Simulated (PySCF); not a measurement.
# C4H8ClFSi: the cost of one run

Computed with PySCF 2.14.0 and routines of our own; the level stands in each step. Atoms count from 0.

### Step 1. The starting structure

15 atoms, charge 0, multiplicity 1; geometry from: GFN2-xTB.

### Step 2. Excited states: TDA BHandHLYP/aug-cc-pVDZ

What the job is given:

```
{"job": {"kind": "states", "xc": "BHandHLYP", "basis": "aug-cc-pVDZ", "tda": true, "soc": true, "nstates": 6, "ntriplets": 6, "nquad": 4}, "charge": 0, "multiplicity": 1}
F     -0.684295     2.540233     0.758827
Si    -0.505225     1.381672    -0.364244
Cl    -1.067788     2.232742    -2.092150
C     -1.389245    -0.211931     0.171562
C     -0.305796    -1.294004     0.054826
C      1.031255    -0.686877     0.481371
C      1.235594     0.627536    -0.286149
H     -2.264747    -0.479365    -0.416527
H     -1.714469    -0.129909     1.209120
H     -0.233280    -1.618747    -0.985019
H     -0.549652    -2.166025     0.662850
H      0.997088    -0.474053     1.551529
H      1.851168    -1.383461     0.301522
H      1.970721     1.255815     0.212639
H      1.624255     0.414364    -1.282067
```

Level: TDA BHandHLYP/aug-cc-pVDZ excited states, vertical, gas phase, spin-orbit mean-field couplings.

The run is started by

```console
> OMP_NUM_THREADS=1 python excited_run.py task.json out
```

This one command runs all jobs of the session in turn.

Q: Estimate the wall time and peak memory of this first job on 1 thread of Arm Neoverse V1, shared host.

About 55 s, with a peak of 0.88 GiB.
